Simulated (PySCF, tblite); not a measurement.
# C₅H₇O₄−: geometry, infrared bands and NMR shifts

What infrared bands and NMR shifts should C₅H₇O₄− (`CC(=O)OCCC(=O)[O-]`) show?

The runs use tblite 0.8.0 and PySCF 2.14.0, with density-fitted response routines of our own; the level of theory stands in each step. All values are computed, except where a source is named. Atoms are numbered from 0 throughout.

## 1. The starting structure

16 atoms, charge -1, multiplicity 1; geometry from: force field or distance geometry start.

Bonds of the start (Å): C0–C1 1.50, C1–O2 1.26, C1–O3 1.39, O3–C4 1.43, C4–C5 1.50, C5–C6 1.48, C6–O7 1.27, C6–O8 1.39, C0–H9 1.10, C0–H10 1.09, C0–H11 1.12, C4–H12 1.08, C4–H13 1.09, C5–H14 1.12, C5–H15 1.11.

## 2. Geometry optimisation with GFN2-xTB

The job: settings as JSON, then the geometry in Å.

```
{"job": {"kind": "relax", "xc": "GFN2-xTB", "basis": "xTB"}, "charge": -1, "multiplicity": 1}
C      2.854900     0.540600     0.581400
C      1.661100    -0.160100     0.000300
O      1.841300    -1.188400    -0.713100
O      0.368000     0.288400     0.247300
C     -0.664100    -0.495700    -0.355000
C     -2.030600     0.051900    -0.073400
C     -2.394000     0.086300     1.359800
O     -2.310100    -1.013700     1.994800
O     -2.803300     1.265600     1.981900
H      3.666100    -0.167300     0.821000
H      2.601600     1.184800     1.420200
H      3.242400     1.168400    -0.255800
H     -0.483700    -0.419800    -1.419900
H     -0.585900    -1.495000     0.077600
H     -2.750000    -0.653300    -0.561600
H     -2.221200     1.016300    -0.582100
```

Command:

```console
> OMP_NUM_THREADS=1 python probes_run.py task.json out
```

The driver reads the jobs from task.json and runs them one after another.

**Question.** This job is followed by: GFN2-xTB harmonic vibrations, gas phase; GIAO PBE0/pcSseg-1 NMR shielding, non-relativistic, gas phase. What will the session give for the following? strongest single infrared mode (GFN2-xTB); zero-point energy (GFN2-xTB); 13C shifts against TMS (PBE0/pcSseg-1); 1H shifts against TMS (PBE0/pcSseg-1, means over atoms taken as alike); 17O shifts against H2O (PBE0/pcSseg-1, means over atoms taken as alike).

The runs gave:

```
                                                               quantity                               value
                              strongest single infrared mode (GFN2-xTB)               1816 cm⁻¹, 675 km/mol
                                           zero-point energy (GFN2-xTB)                       73.0 kcal/mol
                                 13C shifts against TMS (PBE0/pcSseg-1)  173.7, 164.3, 72.2, 44.3, 24.7 ppm
 1H shifts against TMS (PBE0/pcSseg-1, means over atoms taken as alike)                4.84, 1.89, 1.75 ppm
17O shifts against H2O (PBE0/pcSseg-1, means over atoms taken as alike)             410.3, 337.4, 243.7 ppm
```

What this shows: Over 142 steps the energy fell by 1.385 eV; of the close pairs, C6–O8 changed most, 1.395 to 1.231 Å. The lowest mode is imaginary (27i cm⁻¹), so the xTB geometry is not a minimum. The strongest single mode, at 1816 cm⁻¹, moves mainly C6. Unscaled tight-binding wavenumbers are off by several per cent, some by more. Its intensities can rank the bands wrongly. The most deshielded hydrogen is H12, H13 (mean) (hydrogen on an sp3 CH2 bonded to O), at 4.84 ppm: its carbon carries O, which withdraws density. At PBE0/pcSseg-1: The widest tensor belongs to O2: span 674 ppm, with a paramagnetic part of -479 ppm.
